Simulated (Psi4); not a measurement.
**AlGeH4Cl (SMILES [Cl][AlH][GeH3]): levels of theory compared**

Wanted: a comparison of 4 runs (BLYP/def2-SVP, PBE/def2-SVP, TPSS/def2-SVP, r2SCAN/def2-SVP) of AlGeH4Cl. 

The calculation is run with Psi4 1.11.

### 1 The molecule

AlGeH4Cl has 7 atoms, charge 0, and is taken as a singlet. SMILES: `[Cl][AlH][GeH3]`. One bond was lengthened or shortened from a relaxed shape.

Bond lengths: Cl1–Al2 2.102 Å, Al2–Ge3 2.838 Å, Al2–H4 1.580 Å, Ge3–H5 1.540 Å, Ge3–H6 1.540 Å, Ge3–H7 1.540 Å. Angles: Cl1–Al2–Ge3 116.8°, Cl1–Al2–H4 116.5°, Ge3–Al2–H4 126.7°, Al2–Ge3–H5 111.0°, Al2–Ge3–H6 111.0°, Al2–Ge3–H7 112.3°, H5–Ge3–H6 107.2°, H5–Ge3–H7 107.6°, H6–Ge3–H7 107.6°.

### 2 A single-point energy at BLYP/def2-SVP (run 1)

Input file input.json:

```json
{
 "schema_name": "qcschema_input",
 "schema_version": 1,
 "molecule": {
  "schema_name": "qcschema_molecule",
  "schema_version": 2,
  "symbols": ["Cl", "Al", "Ge", "H", "H", "H", "H"],
  "geometry": [-4.98564176, -3.53077752, -0.17239405, -1.06653875, -3.12921072, 0.34047763, 0.94694176, 1.81375913, -0.17631145, 0.45450181, -5.61854694, 0.97448074, 0.42651119, 2.87710802, -2.83440021, -0.27212056, 3.64036841, 1.73250091, 3.82423876, 1.88462386, 0.25152255],
  "molecular_charge": 0,
  "molecular_multiplicity": 1,
  "fix_symmetry": "c1"
 },
 "driver": "energy",
 "model": {
  "method": "blyp",
  "basis": "def2-SVP"
 },
 "keywords": {
  "puream": true,
  "e_convergence": 1e-09,
  "d_convergence": 1e-08,
  "scf_type": "pk",
  "dft_radial_points": 99,
  "dft_spherical_points": 590,
  "scf_properties": ["MAYER_INDICES", "QUADRUPOLE", "LOWDIN_CHARGES"]
 }
}
```

Run with:

```sh
$ psi4 --qcschema input.json -n 1 --memory 1600MB
```

stdout:

```text
[...]
  Running in c1 symmetry.
[...]
  Nuclear repulsion =  257.866592836434904
[...]
  Multiplicity = 1
[...]
  Nalpha       = 33
  Nbeta        = 33
[...]
    Number of basis functions: 88
[...]
   @RKS iter   1: -2779.88061089511302   -1.59333e+00   2.88962e-02 ADIIS/DIIS
[...]
   @RKS iter  13: -2781.63508568786756   -6.36646e-12   5.24091e-09 DIIS
[...]
    Orbital Energies [Eh]
    ---------------------
    Doubly Occupied:
       1A   -397.137584     2A   -100.695344     3A    -55.483220
       4A    -49.166278     5A    -43.803822     6A    -43.803400
       7A    -43.803380     8A     -9.162910     9A     -6.997309
      10A     -6.993683    11A     -6.992276    12A     -5.955553
      13A     -4.177248    14A     -4.176497    15A     -4.176430
      16A     -3.974978    17A     -2.592725    18A     -2.587077
      19A     -2.583917    20A     -1.086593    21A     -1.086527
      22A     -1.085017    23A     -1.084059    24A     -1.084031
      25A     -0.729591    26A     -0.487923    27A     -0.379769
      28A     -0.309730    29A     -0.296873    30A     -0.294897
      31A     -0.288109    32A     -0.283947    33A     -0.223886
[...]
  @RKS Final Energy: -2781.63508568786756
   => Energetics <=
    Nuclear Repulsion Energy =            257.8665928364349043
    One-Electron Energy =               -4382.9995359195572746
    Two-Electron Energy =                1470.8887449370172362
    DFT Exchange-Correlation Energy =    -127.3908875417628934
    Empirical Dispersion Energy =           0.0000000000000000
    VV10 Nonlocal Energy =                  0.0000000000000000
    Total Energy =                      -2781.6350856878675586
[...]
 Multipole Moments:
 ------------------------------------------------------------------------------------
     Multipole            Electronic (a.u.)      Nuclear  (a.u.)        Total (a.u.)
 ------------------------------------------------------------------------------------
 L = 1.  Multiply by 2.5417464519 to convert [e a0] to [Debye]
 Dipole X            :          3.4669701           -3.1932353            0.2737348
 Dipole Y            :          6.2525945           -6.3761359           -0.1235414
 Dipole Z            :         -0.5161776            0.5772143            0.0610367
 Magnitude           :                                                    0.3064616
 L = 2.  Multiply by 1.3450342976 to convert [e a0^2] to [Debye ang]
 Quadrupole XX       :       -456.2534363          419.4473306          -36.8061058
 Quadrupole XY       :       -365.6376265          364.1986023           -1.4390242
[...]
```

The result, in JSON:

```text
{
 "driver": "energy",
 "model": {
  "method": "blyp",
  "basis": "def2-SVP"
 },
 "success": true,
 "return_result": -2781.6350856878676,
 "properties": {
  "calcinfo_nbasis": 88,
  "calcinfo_nmo": 88,
  "calcinfo_nalpha": 33,
  "calcinfo_nbeta": 33,
  "calcinfo_natom": 7,
  "nuclear_repulsion_energy": 257.8665928364349,
  "return_energy": -2781.6350856878676,
  "scf_one_electron_energy": -4382.999535919557,
  "scf_two_electron_energy": 1470.8887449370172,
  "scf_xc_energy": -127.3908875417629,
  "scf_dipole_moment": [0.2737348396114996, -0.12354139263211827, 0.06103668745850266],
  "scf_total_energy": -2781.6350856878676,
  "scf_iterations": 13
 }
}
```

Run time: 13 s. Hardware: 1 thread of Intel Xeon Platinum 8259CL at 2.50GHz (Skylake/Cascade Lake), shared host; peak memory 1 GiB.

### 3 The energy at PBE/def2-SVP (run 2)

Input file alclgeh4.py:

```python
import psi4

psi4.set_memory('1600 MB')
psi4.set_num_threads(1)
psi4.core.set_output_file('run.log', False)

geom = psi4.geometry("""
0 1
Cl
Al 1 2.10235
Ge 2 2.8376 1 116.81684
H 2 1.57978 1 116.47063 3 -179.98334
H 3 1.539805 2 110.96144 4 120.14958
H 3 1.539731 5 107.15321 2 -121.3066
H 3 1.539797 6 107.61051 5 115.45923
symmetry c1
no_reorient
no_com
""")

psi4.set_options({
    'basis': 'def2-SVP',
    'puream': True,
    'e_convergence': 1e-09,
    'd_convergence': 1e-08,
    'scf_type': 'pk',
    'dft_radial_points': 99,
    'dft_spherical_points': 590,
})

e = psi4.energy("pbe", molecule=geom)
print(f'pbe energy: {e:.10f} Eh')
for k, v in sorted(psi4.core.scalar_variables().items()):
    print(f'{k:45s} {v:18.10f}')
```

Run with:

```sh
$ python alclgeh4.py
```

run.log:

```text
[...]
  Running in c1 symmetry.
[...]
  Nuclear repulsion =  257.866600236631541
[...]
  Multiplicity = 1
[...]
  Nalpha       = 33
  Nbeta        = 33
[...]
    Number of basis functions: 88
[...]
   @RKS iter   1: -2779.19387188147448   -1.57918e+00   2.88601e-02 DIIS/ADIIS
[...]
   @RKS iter  13: -2780.94288907787313   -9.09495e-12   5.22952e-09 DIIS
[...]
    Orbital Energies [Eh]
    ---------------------
    Doubly Occupied:
       1A   -397.012639     2A   -100.633419     3A    -55.424287
       4A    -49.146063     5A    -43.773032     6A    -43.772583
       7A    -43.772564     8A     -9.169861     9A     -6.996316
      10A     -6.992523    11A     -6.991110    12A     -5.964963
      13A     -4.182785    14A     -4.181860    15A     -4.181794
      16A     -3.977222    17A     -2.587832    18A     -2.581856
      19A     -2.578598    20A     -1.087958    21A     -1.087889
      22A     -1.086399    23A     -1.085460    24A     -1.085437
      25A     -0.738702    26A     -0.494243    27A     -0.387916
      28A     -0.316740    29A     -0.303090    30A     -0.300831
      31A     -0.296762    32A     -0.292700    33A     -0.230971
[...]
  @RKS Final Energy: -2780.94288907787313
   => Energetics <=
    Nuclear Repulsion Energy =            257.8666002366315411
    One-Electron Energy =               -4383.1855924411593151
    Two-Electron Energy =                1471.0705580985913912
    DFT Exchange-Correlation Energy =    -126.6944549719370059
    Empirical Dispersion Energy =           0.0000000000000000
    VV10 Nonlocal Energy =                  0.0000000000000000
    Total Energy =                      -2780.9428890778731329
[...]
 Multipole Moments:
 ------------------------------------------------------------------------------------
     Multipole            Electronic (a.u.)      Nuclear  (a.u.)        Total (a.u.)
 ------------------------------------------------------------------------------------
 L = 1.  Multiply by 2.5417464519 to convert [e a0] to [Debye]
 Dipole X            :          0.0015508           -0.0013304            0.0002204
 Dipole Y            :         -5.9698048            6.1111944            0.1413896
 Dipole Z            :          4.0212811           -3.7199907            0.3012904
 Magnitude           :                                                    0.3328167
[...]
```

On the terminal:

```text
pbe energy: -2780.9428890779 Eh
CURRENT ENERGY                                  -2780.9428890779
CURRENT REFERENCE ENERGY                        -2780.9428890779
DD SOLVATION ENERGY                                 0.0000000000
DFT FUNCTIONAL TOTAL ENERGY                     -2780.9428890779
DFT TOTAL ENERGY                                -2780.9428890779
DFT VV10 ENERGY                                     0.0000000000
DFT XC ENERGY                                    -126.6944549719
GRID ELECTRONS ALPHA                               33.0000003339
GRID ELECTRONS BETA                                33.0000003339
GRID ELECTRONS TOTAL                               66.0000006678
NUCLEAR REPULSION ENERGY                          257.8666002366
ONE-ELECTRON ENERGY                             -4383.1855924412
PCM POLARIZATION ENERGY                             0.0000000000
PE ENERGY                                           0.0000000000
SCF ITERATION ENERGY                            -2780.9428890779
SCF ITERATIONS                                     13.0000000000
SCF TOTAL ENERGY                                -2780.9428890779
TWO-ELECTRON ENERGY                              1471.0705580986
XC GRID RADIAL POINTS                              99.0000000000
XC GRID SPHERICAL POINTS                          590.0000000000
XC GRID TOTAL POINTS                           388267.0000000000
```

Run time: 17 s. Hardware: 1 thread of Intel Xeon Platinum 8259CL at 2.50GHz (Skylake/Cascade Lake), shared host; peak memory 1 GiB.

Run 3 isn't shown in full; the table further down has it.

### 4 The energy at r2SCAN/def2-SVP (run 4)

Input file alclgeh4.py:

```python
import psi4

psi4.set_memory('1600 MB')
psi4.set_num_threads(1)
psi4.set_output_file('run.log', False)

mol = psi4.geometry("""
0 1
Cl    -2.638288    -1.868407    -0.091227
Al    -0.564388    -1.655907     0.180173
Ge     0.501100     0.959800    -0.093300
H      0.240512    -2.973207     0.515673
H      0.225700     1.522500    -1.499900
H     -0.144000     1.926400     0.916800
H      2.023700     0.997300     0.133100
symmetry c1
""")

psi4.set_options({
    'basis': 'def2-SVP',
    'puream': True,
    'e_convergence': 1e-09,
    'd_convergence': 1e-08,
    'scf_type': 'pk',
    'dft_radial_points': 99,
    'dft_spherical_points': 590,
})

energy_value, wavefunction = psi4.energy('r2scan', return_wfn=True)
print(f'r2scan energy: {energy_value:.10f} Eh')
```

Run with:

```sh
$ python alclgeh4.py
```

run.log:

```text
[...]
  Running in c1 symmetry.
[...]
  Nuclear repulsion =  257.866592709693634
[...]
  Multiplicity = 1
[...]
  Nalpha       = 33
  Nbeta        = 33
[...]
    Number of basis functions: 88
[...]
   @RKS iter   1: -2779.86065063406522   -1.73845e+00   2.83557e-02 DIIS/ADIIS
[...]
   @RKS iter  13: -2781.53569455075058   -4.09273e-12   3.29461e-09 DIIS
[...]
    Orbital Energies [Eh]
    ---------------------
    Doubly Occupied:
       1A   -398.104380     2A   -101.164034     3A    -55.806489
       4A    -49.570755     5A    -44.072375     6A    -44.071927
       7A    -44.071909     8A     -9.365155     9A     -7.111899
      10A     -7.108431    11A     -7.107242    12A     -6.150998
      13A     -4.304447    14A     -4.303644    15A     -4.303574
      16A     -4.118801    17A     -2.663910    18A     -2.657635
      19A     -2.654382    20A     -1.116087    21A     -1.116019
      22A     -1.114299    23A     -1.113295    24A     -1.113269
      25A     -0.775106    26A     -0.514374    27A     -0.403215
      28A     -0.332504    29A     -0.317292    30A     -0.314465
      31A     -0.312388    32A     -0.308430    33A     -0.241513
[...]
  @RKS Final Energy: -2781.53569455075058
   => Energetics <=
    Nuclear Repulsion Energy =            257.8665927096936343
    One-Electron Energy =               -4383.6575924213011604
    Two-Electron Energy =                1471.5970184594216335
    DFT Exchange-Correlation Energy =    -127.3417132985644287
    Empirical Dispersion Energy =           0.0000000000000000
    VV10 Nonlocal Energy =                  0.0000000000000000
    Total Energy =                      -2781.5356945507505770
[...]
 Multipole Moments:
 ------------------------------------------------------------------------------------
     Multipole            Electronic (a.u.)      Nuclear  (a.u.)        Total (a.u.)
 ------------------------------------------------------------------------------------
 L = 1.  Multiply by 2.5417464519 to convert [e a0] to [Debye]
 Dipole X            :          3.5414594           -3.1932353            0.3482242
 Dipole Y            :          6.2462776           -6.3761359           -0.1298583
 Dipole Z            :         -0.5041270            0.5772143            0.0730872
 Magnitude           :                                                    0.3787677
[...]
```

On the terminal:

```text
r2scan energy: -2781.5356945508 Eh
```

It took 41 s on 1 thread of Intel Xeon Platinum 8259CL at 2.50GHz (Skylake/Cascade Lake), shared host; peak memory 0.91 GiB.

### 5 The series

```csv
run,level,energy (Eh),dipole moment (D),HOMO energy (eV),LUMO energy (eV),wall time
1,BLYP/def2-SVP,-2781.635086,0.78,-6.09,-2.40,13 s
2,PBE/def2-SVP,-2780.942889,0.85,-6.29,-2.58,17 s
3,TPSS/def2-SVP,-2781.625249,0.91,-6.47,-2.47,49 s
4,r2SCAN/def2-SVP,-2781.535695,0.96,-6.57,-2.38,41 s
```

### 6 Outcome

```
            quantity           value
 run 4: total energy  -2781.53569 Eh
run 4: dipole moment          0.96 D
  run 4: HOMO energy        -6.57 eV
  run 4: LUMO energy        -2.38 eV
run 4: HOMO–LUMO gap         4.19 eV
```

The dipole moment (its size) runs from 0.78 D (BLYP/def2-SVP) to 0.96 D (r2SCAN/def2-SVP). The HOMO–LUMO gap runs from 3.69 eV (BLYP/def2-SVP) to 4.19 eV (r2SCAN/def2-SVP). Totals of different functionals can't be ranked against each other. All runs together took 2 min, the longest 49 s.
